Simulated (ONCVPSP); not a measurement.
**An ONCV potential for molybdenum, from input to tests**

Task: generate the file, and judge it by its errors in other configurations, its logarithmic derivatives, its ghosts and its cutoff.

Method: ONCVPSP 4.0.1.1 (patched build), PBE, scalar-relativistic.

**1. The atom and the settings**

The settings as typed:

| Item | Value |
| --- | --- |
| element | molybdenum (Mo, Z = 42) |
| type | optimised norm-conserving Vanderbilt (ONCV) |
| frozen core | [Ar] 3d10 |
| valence charge | 14 |
| reference configuration | 4s2 4p6 4d5 5s1 |
| partial waves | 4s+5s: rc 1.60 bohr, ncon 4, nbas 7, qcut 9.1 1/bohr, 3 projectors, debl 0.9 Ha; 4p: rc 1.35 bohr, ncon 4, nbas 9, qcut 6.8 1/bohr, 2 projectors, debl 1.8 Ha; 4d: rc 1.75 bohr, ncon 3, nbas 6, qcut 5 1/bohr, 1 projector |
| local potential | polynomial inside 1.00 bohr (lpopt 5, dvloc0 3 Ha) |
| core correction | Teter function, parameters optimised by the program |

The outer shells as boxes (Hund's rule for the drawing; the calculation is spin-unpolarised):

```
[Ar] core
3d [↑↓][↑↓][↑↓][↑↓][↑↓]
4s [↑↓]
4p [↑↓][↑↓][↑↓]
4d [↑ ][↑ ][↑ ][↑ ][↑ ]
5s [↑ ]
```

The nodes and maxima of the atom's own shells, from an earlier all-electron run, set the scale for the radii.

All-electron outer shells of the reference configuration (PBE, scalar-relativistic, ld1.x):

```
shell  level (eV)  outermost node (bohr)  outermost maximum (bohr)
   3d     -220.98                      –                      0.32
   4s      -64.35                   0.51                      0.99
   4p      -38.49                   0.52                      1.08
   5s       -4.09                   1.34                      2.93
   4d       -3.75                   0.53                      1.38
   5p       -1.04                   1.54                      4.11
```

**2. Generation**

Contents of Mo.dat:

```
# ATOM AND REFERENCE CONFIGURATION
# atsym  z   nc   nv     iexc    psfile
  Mo 42.00    6    4        4      upf
#
#   n    l    f
    1    0    2.00
    2    0    2.00
    2    1    6.00
    3    0    2.00
    3    1    6.00
    3    2   10.00
    4    0    2.00
    4    1    6.00
    4    2    5.00
    5    0    1.00
#
# PSEUDOPOTENTIAL AND OPTIMIZATION
# lmax
    2
#
#   l,   rc,      ep,       ncon, nbas, qcut
    0    1.60    0.00    4    7    9.10
    1    1.35    0.00    4    9    6.80
    2    1.75    0.00    3    6    5.00
#
# LOCAL POTENTIAL
# lloc, lpopt,  rc(5),   dvloc0
    4    5    1.00    3.00
#
# VANDERBILT-KLEINMAN-BYLANDER PROJECTORs
# l, nproj, debl
    0    3    0.90
    1    2    1.80
    2    1    1.00
#
# MODEL CORE CHARGE
# icmod, fcfact, rcfact
    4    0.65    0.00
#
# LOG DERIVATIVE ANALYSIS
# epsh1, epsh2, depsh
   -4.00    5.00    0.02
#
# OUTPUT GRID
# rlmax, drl
    6.00    0.01
#
# TEST CONFIGURATIONS
# ncnf
    4
# nvcnf
#   n    l    f
    4
    4    0    2.00
    4    1    6.00
    4    2    5.00
    5    0    0.00
#
    4
    4    0    2.00
    4    1    6.00
    4    2    4.00
    5    0    0.00
#
    4
    4    0    2.00
    4    1    6.00
    4    2    3.00
    5    0    0.00
#
    4
    4    0    2.00
    4    1    6.00
    4    2    4.00
    5    0    2.00
#
```

Run with:

```sh
$ oncvpsp.x < Mo.dat > Mo.out
```

What does the calculation give? Wanted: cutoffs for 1 and 0.1 mHa per electron, occupied waves; bound ghosts; GHOST(+) flags; largest test error; largest phase difference near zero energy, channels read; rms error of d²Exc/dn², without and with the model core.

The runs gave:

| quantity | value |
| --- | --- |
| cutoffs for 1 and 0.1 mHa per electron, occupied waves | 34 Ha and 125 Ha |
| bound ghosts | none found |
| GHOST(+) flags | s at 341 eV |
| largest test error (AE − PS) | -6.3 meV, for 4s2 4p6 4d4 5s0 |
| largest phase difference near zero energy, channels read | 0.001 rad |
| rms error of d²Exc/dn², without and with the model core | 1.97 and 0.16 mHa |

In words: The worst unpolarised test, 4s2 4p6 4d4 5s0, is off by 6.3 meV on 22.4 eV; by total energies transferability rates as good. It counts as of middling hardness, with 34 Ha needed at the looser tolerance. The tighter tolerance needs 125 Ha, and converged work needs a cutoff nearer that. At the looser tolerance the 4d wave is the slowest; 4s needs 25 Ha. It is free of bound ghosts as far as tested. Near zero energy the phases of the channels with partial waves agree within 0.001 rad. The program also flags highly localised states, GHOST(+) (s). All of this concerns the isolated atom, not yet a solid.
